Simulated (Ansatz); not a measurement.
# Yb (Yb, simple cubic): the cost of one run

Computed with Ansatz 0.2.0 (DFT PBEsol, plane waves (420 eV) with PAW, scalar-relativistic; the PAW data stem from PBE, with regenerated cores, unless a step says otherwise).

**1. The structure to begin with**

The structure is cubic, space group Pm-3m (No. 221). Conventional cell: a = 3.546 Å, b = 3.546 Å, c = 3.546 Å, α = 90.00°, β = 90.00°, γ = 90.00°. Around Yb (site symmetry m-3m) lie 6 Yb at 3.55 Å.

Coordinates:

```cif
data_structure
_symmetry_space_group_name_H-M 'Pm-3m'
_symmetry_Int_Tables_number 221
_cell_length_a 3.5459
_cell_length_b 3.5459
_cell_length_c 3.5459
_cell_angle_alpha 90.000
_cell_angle_beta 90.000
_cell_angle_gamma 90.000
_cell_volume 44.58
loop_
_atom_site_label
_atom_site_type_symbol
_atom_site_symmetry_multiplicity
_atom_site_Wyckoff_symbol
_atom_site_fract_x
_atom_site_fract_y
_atom_site_fract_z
_atom_site_occupancy
Yb1 Yb 1 a 0.00000 0.00000 0.00000 1
```

**2. Relaxation of the cell**

File input.yaml:

```yaml
crystal:
  lattice:
    - [3.5458978789, 0.0, 0.0]
    - [0.0, 3.5458978789, 0.0]
    - [0.0, 0.0, 3.5458978789]
  atoms:
    - { symbol: Yb, position: [0.0, 0.0, 0.0] }
hamiltonian:
  xc: pbesol
  pseudopotentials:
    kind: paw
    azcp:
      Yb: "pseudopotentials/Yb.paw.azcp"
basis:
  ecutwfc: 420
  fft_grid_basis: typed
kpoints:
  mp_grid: { grid: [9, 9, 9], shift: [0, 0, 0] }
magnetization:
  spin_polarized: false
scf:
  occupations: { method: fermi_dirac, width: 0.1 }
relax:
  max_steps: 60
  f_tol: 0.01
  cell: {}
```

Command:

```console
$ ansatz run input.yaml --threads 2 --pin off --max-ram 5120MiB --backend cpu --events-out ev --progress --plain --runs-dir out
```

**Question.** How long does this run take on 2 threads of Intel Xeon Platinum 8488C (Sapphire Rapids), shared host, and how much memory does it need?

About 6.4 s, with a peak of 0.38 GiB.
